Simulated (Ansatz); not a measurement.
Task: energies of removing a hydrogen of C2H2F2Si, SMILES FC1=C(F)[SiH2]1, with the Ansatz DFT code, driven from Python. Give the script and its output. Settings (for the species named): Hartree-Fock, def2-SVPD basis, multiplicity 1.

```tsv
atom	x (Å)	y (Å)	z (Å)
F	0.5581	-1.6340	1.2549
C	-0.2291	-0.5337	0.8716
C	-0.8508	-0.4860	-0.3280
F	-0.6075	-1.4865	-1.1903
Si	0.2331	0.9303	-0.0364
H	-0.5405	2.2025	0.2181
H	1.4979	0.9393	-0.8354
```

`bde_c2h2f2si.py`:
```python
import ansatz as az


def single_point(molecule, charge=0, unpaired=0):
    calc = molecule.calculation().basis(gaussian='def2-SVPD').functional('hf')
    if charge:
        calc = calc.charge(charge)
    if unpaired:
        calc = calc.spin('collinear', total=unpaired)
    return calc.run().report['free_energy_ev']

def without(molecule, index):
    rest = az.Crystal.molecule()
    for i, site in enumerate(molecule.cartesian_sites):
        if i != index:
            rest = rest.atom(site.symbol, site.position_ang)
    return rest

system = (
    az.Crystal.molecule()
    .atom('F', (0.5581, -1.634, 1.2549))
    .atom('C', (-0.2291, -0.5337, 0.8716))
    .atom('C', (-0.8508, -0.486, -0.328))
    .atom('F', (-0.6075, -1.4865, -1.1903))
    .atom('Si', (0.2331, 0.9303, -0.0364))
    .atom('H', (-0.5405, 2.2025, 0.2181))
    .atom('H', (1.4979, 0.9393, -0.8354))
)

whole = single_point(system, 0)
hydrogen = single_point(az.Crystal.molecule().atom('H', (0, 0, 0)), 0, 1)
print(f'E(molecule) = {whole:.5f} eV, E(H) = {hydrogen:.5f} eV')
for index in [6]:
    radical = single_point(without(system, index), 0, 1)
    print(f'H{index}: homolysis {(radical + hydrogen - whole):.3f} eV')
```

```console
$ python bde_c2h2f2si.py
E(molecule) = -15353.86259 eV, E(H) = -13.58606 eV
H6: homolysis 3.073 eV
```

What to keep in mind:
- Total energies depend on the basis set; only differences at equal settings carry meaning.
- The geometry is a force-field or estimated start, not a minimum of this method, and the basis set is short of its limit. All parts are taken at fixed geometry, without zero-point energy.
- The expectation value of S² is noticeably off S(S+1) in at least one run, so that state is spin-contaminated.
- Hartree-Fock leaves correlation out, so bond, atomisation and ionisation energies come out well too low.
- Hardware and time: 12 s on 1 thread of Intel(R) Xeon(R) 6975P-C (Granite Rapids), with other jobs on the host, peak memory 0.45 GiB.
